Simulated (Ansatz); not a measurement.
# CH7BSi2: basis-set convergence

The task here is to estimate one member of a computed series from the others.

Computed with Ansatz 0.2.0, Gaussian basis. Level: one geometry, several basis sets.

Levels to be run: PBE0-D4/def2-SVP; ωB97M-V/def2-SVP; PBE0-D4/def2-QZVPP; ωB97M-V/def2-QZVPP; the functionals' def2-TZVPP values are taken from earlier runs.

## The relaxed structure

An earlier PBE0-D4 in a triple-zeta def2 set relaxation fixed the geometry.

11 atoms, charge 0, spin multiplicity 1.

Atoms are counted from 1 here; the program's logs count them from 0.

Bond lengths: C1–Si2 1.868 Å, C1–H5 1.092 Å, C1–H6 1.095 Å, C1–H7 1.090 Å, Si2–B3 1.880 Å, Si2–Si4 2.685 Å, Si2–H8 1.492 Å, B3–Si4 1.871 Å, B3–H9 1.191 Å, Si4–H10 1.485 Å, Si4–H11 1.489 Å. Angles: Si2–C1–H5 111.5°, Si2–C1–H6 108.1°, Si2–C1–H7 112.0°, H5–C1–H6 107.5°, H5–C1–H7 109.3°, H6–C1–H7 108.3°, C1–Si2–B3 129.2°, C1–Si2–Si4 98.3°, C1–Si2–H8 108.7°, B3–Si2–Si4 44.2°, B3–Si2–H8 122.0°, Si4–Si2–H8 137.7°, Si2–B3–Si4 91.4°, Si2–B3–H9 123.3°, Si4–B3–H9 122.7°, Si2–Si4–B3 44.4°, Si2–Si4–H10 89.1°, Si2–Si4–H11 144.1° and more.

Coordinates:

```xyz
11
CH7BSi2
C    -1.1905    1.1170   -0.6188
Si   -0.7488   -0.1888    0.6415
B     0.9082   -0.5411    1.4566
Si    1.7423   -0.7191   -0.2087
H    -1.6576    0.6785   -1.5032
H    -1.9197    1.7956   -0.1646
H    -0.3224    1.7011   -0.9232
H    -1.9819   -0.9526    0.9925
H     1.0504   -1.3332    2.3351
H     1.5172    0.1925   -1.3596
H     2.6683   -1.8070   -0.6273
```

The first run:

Contents of in.yaml:

```yaml
crystal:
  periodic: [false, false, false]
  atoms:
    - {symbol: C, position_ang: [-1.190501, 1.117000, -0.618815]}
    - {symbol: Si, position_ang: [-0.748783, -0.188767, 0.641530]}
    - {symbol: B, position_ang: [0.908180, -0.541069, 1.456575]}
    - {symbol: Si, position_ang: [1.742320, -0.719059, -0.208683]}
    - {symbol: H, position_ang: [-1.657647, 0.678509, -1.503179]}
    - {symbol: H, position_ang: [-1.919652, 1.795623, -0.164564]}
    - {symbol: H, position_ang: [-0.322431, 1.701063, -0.923176]}
    - {symbol: H, position_ang: [-1.981904, -0.952605, 0.992515]}
    - {symbol: H, position_ang: [1.050426, -1.333200, 2.335130]}
    - {symbol: H, position_ang: [1.517157, 0.192466, -1.359580]}
    - {symbol: H, position_ang: [2.668333, -1.806961, -0.627256]}
basis:
  gaussian: {orbitals: def2-SVP}
hamiltonian: {xc: pbe0, dispersion: d4}
output: {orbitals: {seedname: orbitals}}
```

Launch:

```console
ansatz run in.yaml --threads 2 --pin off --events-out ev --progress --plain --max-ram 4352MiB
```

Steps of the session up to this table: PBE0-D4 in def2-SVP; ωB97M-V in def2-SVP; PBE0-D4 in def2-QZVPP; ωB97M-V in def2-QZVPP.

One table of the session follows, with a row left open; its other results are not shown here.

It belongs to the step «Density functionals: the series». 

```
functional       basis  HOMO (eV)  LUMO (eV)
   PBE0-D4    def2-SVP      -6.38      -1.39
   PBE0-D4  def2-TZVPP      -6.37      -1.48
   PBE0-D4  def2-QZVPP      -6.37      -1.51
   ωB97M-V    def2-SVP      -8.20       0.45
   ωB97M-V  def2-TZVPP      -8.23       0.26
   ωB97M-V  def2-QZVPP          ?          ?
```

**Question.** Estimate the row for ωB97M-V, def2-QZVPP.

As computed: HOMO (eV): -8.23; LUMO (eV): 0.15.
